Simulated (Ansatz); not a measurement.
# Mg: the cost of one run

Computed with Ansatz 0.2.0 (DFT r2SCAN, scalar-relativistic, plane waves, PAW, unless a step's input says otherwise).

## 1. Starting point

The structure is hexagonal, space group P6/mmm (No. 191). The conventional cell has a = 3.050 Å, b = 3.050 Å, c = 3.045 Å, α = 90.00°, β = 90.00°, γ = 120.00°. Around Mg (site symmetry 6/mmm) lie 8 Mg at 3.04 to 3.05 Å.

Structure file:

```
CELL_PARAMETERS angstrom
3.05030 0.00000 0.00000
-1.52515 2.64164 0.00000
0.00000 0.00000 3.04484
ATOMIC_POSITIONS crystal
Mg 0.00000 0.00000 0.00000
```

It goes back to an entry of the Materials Project, which need not be the stable form.

No relaxation comes first: the listed cell is the starting point.

## 2. The undisturbed cell

Contents of input.yaml:

```yaml
crystal:
  lattice:
    - [3.0502998005, 0.0, 0.0]
    - [-1.5251499003, 2.6416371164, 0.0]
    - [0.0, 0.0, 3.04483757]
  atoms:
    - { symbol: Mg, position: [0.0, 0.0, 0.0] }
basis:
  ecutwfc: 500
kpoints:
  mp_grid: { grid: [21, 21, 18] }
hamiltonian:
  xc: r2scan
scf:
  occupations: { method: gaussian, width: 0.15 }
output:
  forces: true
  stress: true
  eigenvalues: true
```

Q: Estimate wall time and peak memory on 1 thread of an Arm CPU, shared host.

About 12 s, with a peak of 0.45 GiB.
